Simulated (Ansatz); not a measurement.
# B2H9P3: the cost of one run

Program: the Python package of Ansatz 0.2.0. The levels of theory stand in the script. These are calculated values, not measurements.

**1. The system**

Bond lengths: P1–B2 1.944 Å, B2–P3 1.894 Å, P3–B4 1.894 Å, B2–P5 1.896 Å, B4–P5 1.894 Å, P1–H6 1.453 Å, P1–H7 1.453 Å, B2–H8 1.191 Å, P3–H9 1.408 Å, P3–H10 1.408 Å, B4–H11 1.191 Å, B4–H12 1.191 Å, P5–H13 1.408 Å, P5–H14 1.407 Å. Angles (14 of 27 angles, heavy atoms first): P1–B2–P3 110.7°, P1–B2–P5 111.4°, P3–B2–P5 98.7°, B2–P3–B4 81.3°, P3–B4–P5 98.7°, B2–P5–B4 81.2°, P1–B2–H8 112.1°, P3–B2–H8 111.6°, P5–B2–H8 111.6°, B2–P1–H6 94.9°, B2–P1–H7 94.4°, B2–P3–H9 113.0°, B2–P3–H10 113.7°, B4–P3–H9 113.0°.

No structure file is read: the coordinates are typed or built in the script.

**2. The code**

b2h9p3_disp.py reads:

```python
"""Size of D3 and D4 in B2H9P3."""

import ansatz as az

molecule = (
    az.Crystal.molecule()
    .atom("P", [1.5667, 0.8524, -1.5851])
    .atom("B", [0.5248, 0.8465, 0.0565])
    .atom("P", [-1.3294, 0.8537, -0.3281])
    .atom("B", [-1.2259, -0.8205, 0.5523])
    .atom("P", [0.6288, -0.8295, 0.9371])
    .atom("H", [1.0683, -0.4303, -2.0521])
    .atom("H", [2.7521, 0.2838, -0.9668])
    .atom("H", [0.8263, 1.7427, 0.7809])
    .atom("H", [-2.041, 1.8197, 0.4078])
    .atom("H", [-1.6235, 0.7359, -1.6997])
    .atom("H", [-1.5156, -1.7109, -0.1839])
    .atom("H", [-1.8725, -0.8208, 1.5526])
    .atom("H", [1.3353, -1.8108, 0.2164])
    .atom("H", [0.9054, -0.712, 2.312])
)

calculation = molecule.calculation().basis(gaussian="def2-SVP")
for name in ["blyp", "pbe0"]:
    for correction in ("d3bj", "d4"):
        r = calculation.functional(name, dispersion=correction).run(threads=1).report
        print(f"{name:8s} {correction:5s} total {r['free_energy_ev']:.5f} eV, of which dispersion {1000 * r['dispersion']['energy']['ev']:.2f} meV")
```

**3. The run**

Started as:

```bash
> python b2h9p3_disp.py
```

Q: Estimate wall time and peak memory on 1 thread of Arm Neoverse V1, shared host.

About 21 s, with a peak of 0.35 GiB.
